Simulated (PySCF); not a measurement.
**AlPb: from the state search to spectroscopic constants**

An exercise on one series of results from a longer session: the logs are not shown, and one member is left open.

The runs use PySCF 2.14.0; Al cc-pV(D+d)Z, Pb cc-pVDZ-PP with ECP60, scalar-relativistic core potentials.

The first run:

A driver script around PySCF takes these settings:

| Item | Value |
| --- | --- |
| atoms | Al, Pb |
| charge | 0 |
| basis | Al cc-pV(D+d)Z, Pb cc-pVDZ-PP with ECP60 |
| Hamiltonian | scalar-relativistic core potentials |
| basis functions | 46 |
| electrons treated | 35 |
| masses in u | 26.9815, 207.9766 |
| levels | PBE0, PBE, r²SCAN, TPSSh, LDA, r²SCAN0, HF, MP2, SCS-MP2, CCSD, CCSD(T) |
| grid | 80 radial by 434 angular points |
| occupations | held fixed by the projection of orbital angular momentum |
| dissociation limit | Al + Pb, each in its ground configuration |
| starting distance in angstrom | 2.590 |
| values of 2S to try | 1, 3 |

Launch:

```
OMP_NUM_THREADS=1 python dia.py task.json out
```

Steps of the session up to this table: Input; First curve: PBE0; Other states along the same grid; PBE (GGA); r²SCAN; TPSSh (hybrid meta-GGA); LDA (local density); r²SCAN0 (hybrid meta-GGA); UHF; Correlated methods on the Hartree–Fock reference.

One table of the session follows, with a row left open; its other results are not shown here.

It belongs to the step «The curves together». Energy (eV) from each level's lowest point:

| R (Å) | UHF | UHF-MP2 | UHF-SCS-MP2 | UHF-CCSD | UHF-CCSD(T) |
| --- | --- | --- | --- | --- | --- |
| 2.342 | 0.783 | 0.652 | 0.663 | n/a | n/a |
| 2.451 | 0.389 | 0.289 | 0.296 | 0.337 | 0.334 |
| 2.560 | 0.157 | 0.091 | 0.095 | 0.119 | 0.117 |
| 2.641 | 0.060 | 0.021 | 0.023 | 0.034 | 0.033 |
| 2.723 | 0.011 | 0.000 | 0.000 | 0.000 | 0.000 |
| 2.805 | 0.000 | 0.017 | 0.014 | 0.004 | 0.005 |
| 2.914 | 0.027 | 0.082 | 0.074 | 0.053 | 0.056 |
| 3.050 | ? | ? | ? | ? | ? |
| 3.213 | 0.233 | 0.403 | 0.371 | 0.327 | 0.336 |
| 3.431 | 0.423 | 0.682 | 0.621 | n/a | n/a |

**Question.** Estimate the row for R (Å) = 3.050.

Worked estimate for «UHF». A straight line through the neighbours (2.914, 0.027) and (3.213, 0.233) gives 0.027 + (0.233 − 0.027) × (3.050 − 2.914) / (3.213 − 2.914) = 0.121; a parabola fitted to 4 rows on both sides gives 0.111.

The run gave: UHF: 0.105; UHF-MP2: 0.210; UHF-SCS-MP2: 0.194; UHF-CCSD: 0.160; UHF-CCSD(T): 0.165. In «UHF» the line misses by +0.016 and the parabola by +0.006.
